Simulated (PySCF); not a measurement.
# C₃H₁₁NO₂Si₂: excited states, first hyperpolarisability

What do calculations give for the excited states, first hyperpolarisability of C₃H₁₁NO₂Si₂ (`COC[SiH2]N([SiH3])C=O`)?

Programs: PySCF 2.14.0, with routines of our own; each step states its level. All values are computed. Atoms count from 0.

## (1) The starting structure

19 atoms, charge 0, multiplicity 1; geometry from: GFN2-xTB.

## (2) Excited states: TDA LC-wPBE/def2-SVP

The job: settings as JSON, then the geometry in Å.

```
{"job": {"kind": "states", "xc": "LC-wPBE", "basis": "def2-SVP", "tda": true, "soc": true, "nstates": 6, "ntriplets": 6, "nquad": 4}, "charge": 0, "multiplicity": 1}
C      3.449624     0.265363    -0.053964
O      2.305512    -0.523043     0.150701
C      1.096448     0.189682    -0.013514
Si    -0.248443    -1.083143     0.430756
N     -1.809221    -0.282102     0.093783
Si    -2.162892     1.276870    -0.610763
C     -2.742115    -1.169137     0.448233
O     -2.435219    -2.255736     0.887792
H      3.468274     0.682956    -1.068804
H      3.495264     1.092781     0.665881
H      4.311167    -0.384377     0.087282
H      1.089411     1.065755     0.650243
H      1.022401     0.572352    -1.041494
H     -0.118620    -2.222302    -0.467704
H     -0.155282    -1.339638     1.862242
H     -3.613385     1.442907    -0.532377
H     -1.462897     2.283320     0.183552
H     -1.711221     1.255945    -2.001565
H     -3.788608    -0.859202     0.322260
```

Level: TDA LC-wPBE/def2-SVP excited states, vertical, gas phase, spin-orbit mean-field couplings.

The run is started by

```
> OMP_NUM_THREADS=1 python excited_run.py task.json out
```

The driver reads the jobs from task.json and runs them one after another.

Output:

```text
coarse grid: 16560 points
cycle   1  E = -903.9604855276  dE =  1.211e+00  |g| = 9.988e-01  |ddm| = 4.206e+00
cycle   2  E = -903.8666897910  dE =  9.380e-02  |g| = 1.304e+00  |ddm| = 1.796e+00
cycle   3  E = -904.1711589956  dE = -3.045e-01  |g| = 1.289e-01  |ddm| = 1.053e+00
cycle   4  E = -904.1739302680  dE = -2.771e-03  |g| = 7.370e-02  |ddm| = 1.387e-01
cycle   5  E = -904.1750333298  dE = -1.103e-03  |g| = 8.914e-03  |ddm| = 6.541e-02
cycle   6  E = -904.1750591545  dE = -2.582e-05  |g| = 3.477e-03  |ddm| = 2.027e-02
cycle   7  E = -904.1750634159  dE = -4.261e-06  |g| = 1.865e-03  |ddm| = 7.060e-03
final grid: 149976 points
cycle   8  E = -904.3349037497  dE = -3.105e-05  |g| = 7.499e-03  |ddm| = 2.636e-02
cycle   9  E = -904.3349019670  dE =  1.783e-06  |g| = 8.566e-03  |ddm| = 1.047e-02
cycle  10  E = -904.3349156198  dE = -1.365e-05  |g| = 8.611e-04  |ddm| = 5.848e-03
cycle  11  E = -904.3349157784  dE = -1.586e-07  |g| = 3.689e-04  |ddm| = 9.696e-04
cycle  12  E = -904.3349158145  dE = -3.606e-08  |g| = 1.259e-04  |ddm| = 6.216e-04
cycle  13  E = -904.3349158201  dE = -5.596e-09  |g| = 3.517e-05  |ddm| = 2.193e-04
cycle  14  E = -904.3349158208  dE = -7.151e-10  |g| = 1.180e-05  |ddm| = 1.016e-04
converged SCF energy = -904.3349158208

Singlet excitations
state   eV       nm        f     d(h-e)  d(exc)  Lambda  PR(NTO)  |dmu|/D   mu/D   main configurations
  1   5.8172   213.1   0.00051   0.654   1.987   0.464   1.002    1.323    2.948   H-1->L+1 0.84, H-3->L+1 0.08
  2   7.8798   157.3   0.10876   0.351   2.511   0.579   1.582    0.754    4.708   H-2->L+1 0.74
  3   7.9716   155.5   0.00247   0.959   2.938   0.402   1.501    3.330    1.427   H-2->L 0.65, H->L+3 0.18
  4   7.9912   155.2   0.02059   0.698   2.750   0.403   1.518    2.613    4.421   H->L+3 0.57, H-2->L 0.21
  5   8.5781   144.5   0.02301   0.455   2.790   0.421   1.388                     H-3->L+3 0.25, H-3->L 0.16, H-1->L 0.12
  6   8.7528   141.7   0.01605   1.001   3.001   0.396   1.390                     H-2->L+2 0.74

Triplet excitations (Tamm-Dancoff)
state   eV     d(h-e)  d(exc)  Lambda  PR(NTO)   main configurations
  1   5.2251   0.642   1.971   0.463   1.003   H-1->L+1 0.84, H-3->L+1 0.09
  2   5.5894   0.394   2.061   0.607   1.006   H-2->L+1 0.79
  3   7.4023   0.678   2.515   0.385   1.029   H->L+3 0.69, H->L 0.10
  4   7.5720   1.017   2.874   0.418   1.099   H-2->L 0.80, H-8->L 0.08
  5   7.9503   0.245   2.601   0.433   1.103   H-3->L+3 0.34, H-1->L+3 0.15, H-3->L 0.13
  6   8.3542   0.498   2.605   0.519   1.800   H-2->L+2 0.35, H-4->L+1 0.15, H-12->L+1 0.15
S1 - T1 = 0.5921 eV

Spin-orbit couplings |<S|Hso|T>| (cm-1)
             T1       T2       T3       T4       T5       T6
S0       53.487    1.858   17.828   13.792   34.351   19.445
S1        0.680   36.245    0.278    0.605    2.889   18.682
S2       31.335    1.197    3.391   15.067    3.806    4.874
S3        3.771    6.066    0.606    1.513    8.727   12.044
S4        3.550    3.217    1.207    1.325   22.332    6.395
S5        2.549    0.731   21.535    7.383    1.906    0.500
S6        5.204    3.751    3.295   16.291    1.081    1.200
T1 sublevels (cm-1): 0.000 0.001 0.496   radiative rates (1/s): 0.181 2.14 1.04e+03
```

Wall time 53 s (1 thread of Arm Neoverse V2, shared host); peak memory 0.75 GiB.

From this job:

```
  quantity    value
S1 less T1  0.59 eV
```

## (3) First hyperpolarisability: quadratic response BHandHLYP/def2-SVPD

The job, as its differences from that of step 2:

```diff
@@ -1,2 +1,2 @@
-{"job": {"kind": "states", "xc": "LC-wPBE", "basis": "def2-SVP", "tda": true, "soc": true, "nstates": 6, "ntriplets": 6, "nquad": 4}, "charge": 0, "multiplicity": 1}
+{"job": {"kind": "beta", "xc": "BHandHLYP", "basis": "def2-SVPD", "wavelengths": [1550, 1064, 694.3]}, "charge": 0, "multiplicity": 1}
 C      3.449624     0.265363    -0.053964
```

Level: quadratic response BHandHLYP/def2-SVPD first hyperpolarisability, Taylor convention, gas phase.

Output:

```text
coarse grid: 16560 points
cycle   1  E = -904.3062625963  dE =  1.061e+00  |g| = 8.726e-01  |ddm| = 6.002e+00
cycle   2  E = -904.1565111504  dE =  1.498e-01  |g| = 1.272e+00  |ddm| = 2.231e+00
cycle   3  E = -904.4637140115  dE = -3.072e-01  |g| = 1.416e-01  |ddm| = 1.284e+00
cycle   4  E = -904.4667672958  dE = -3.053e-03  |g| = 8.078e-02  |ddm| = 2.423e-01
cycle   5  E = -904.4680715222  dE = -1.304e-03  |g| = 7.412e-03  |ddm| = 9.226e-02
cycle   6  E = -904.4680875347  dE = -1.601e-05  |g| = 2.652e-03  |ddm| = 2.355e-02
cycle   7  E = -904.4680892912  dE = -1.756e-06  |g| = 1.298e-03  |ddm| = 5.370e-03
final grid: 149976 points
cycle   8  E = -904.5569834905  dE = -1.787e-05  |g| = 3.662e-03  |ddm| = 7.150e-02
cycle   9  E = -904.5569823020  dE =  1.188e-06  |g| = 4.587e-03  |ddm| = 1.082e-02
cycle  10  E = -904.5569864723  dE = -4.170e-06  |g| = 5.588e-04  |ddm| = 4.879e-03
cycle  11  E = -904.5569865370  dE = -6.474e-08  |g| = 2.015e-04  |ddm| = 7.758e-04
cycle  12  E = -904.5569865450  dE = -8.004e-09  |g| = 7.159e-05  |ddm| = 3.771e-04
cycle  13  E = -904.5569865463  dE = -1.292e-09  |g| = 1.769e-05  |ddm| = 1.057e-04
cycle  14  E = -904.5569865464  dE = -1.096e-10  |g| = 6.321e-06  |ddm| = 4.297e-05
converged SCF energy = -904.5569865464

Lowest singlets (eV, f): 5.9402 0.0003  7.3649 0.0072  7.4169 0.0982

First hyperpolarisability (au)
process     nm      |vector|   parallel      HRS      DR
static         -      188.85    -109.52      73.27   6.449
shg       1550.0      195.55    -113.29      75.99   6.425
eope      1550.0      191.05    -110.75          -       -
shg       1064.0      203.51    -117.74      79.23   6.397
eope      1064.0      193.56    -112.16          -       -
shg        694.3      226.17    -130.29      88.58   6.315
eope       694.3      200.19    -115.88          -       -
```

Wall time 75 s (1 thread of Arm Neoverse V2, shared host); peak memory 1 GiB.

## (4) Summary of results

| quantity | value |
| --- | --- |
| S1 less T1 (step 2, TDA LC-wPBE/def2-SVP) | 0.59 eV |
| β vector (step 3, quadratic response BHandHLYP/def2-SVPD) | static 189, SHG 1550.0 nm 196, SHG 1064.0 nm 204, SHG 694.3 nm 226 au |

**Reading.** In step 2, the number of triplets below S1 is 2, and the largest singlet-triplet spin-orbit coupling is S0–T1, 53.49 cm⁻¹. β grows from 189 au (static) to 226 au for doubling at 694.3 nm: normal dispersion, which grows as twice the photon energy moves toward the bright states.
